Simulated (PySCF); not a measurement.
# C6H9N: the cost of one run

Programs: PySCF 2.14.0, with routines of our own; each step states its level. All values are computed. Atoms count from 0.

### 1 The system as given

16 atoms, charge 0, multiplicity 1; geometry from: GFN2-xTB.

### 2 Magnetic properties: GIAO wB97X-D/pcSseg-1

Job settings and geometry (Å):

```
{"job": {"kind": "mag", "xc": "wB97X-D", "basis": "pcSseg-1", "isotopologues": 2}, "charge": 0, "multiplicity": 1}
C     -0.893774     1.486529     0.508525
C     -0.611451     0.336178    -0.440510
C     -1.266621    -1.019498    -0.112361
N      0.043725    -1.682286    -0.169640
C      0.716700    -0.393807    -0.247193
C      1.935460     0.043710     0.483543
C      2.069528    -0.142538    -0.806399
H     -0.733247     1.181502     1.540717
H     -0.230353     2.321175     0.290474
H     -1.922820     1.823732     0.402454
H     -0.777696     0.647830    -1.473631
H     -1.956167    -1.413388    -0.861510
H     -1.751775    -1.037153     0.868699
H      0.287838    -2.281995     0.610653
H      2.383648     0.290348     1.416374
H      2.699407    -0.151396    -1.662558
```

Level: GIAO wB97X-D/pcSseg-1 magnetisability, rotational g tensor and spin-rotation constants, non-relativistic, gas phase.

On the command line:

```
$ OMP_NUM_THREADS=1 python excited_run.py task.json out
```

One launch serves the whole session: the jobs run in the order shown.

Q: Estimate the wall time and peak memory of this first job on 1 thread of Arm Neoverse N1, shared host.

About 55 s, with a peak of 0.83 GiB.
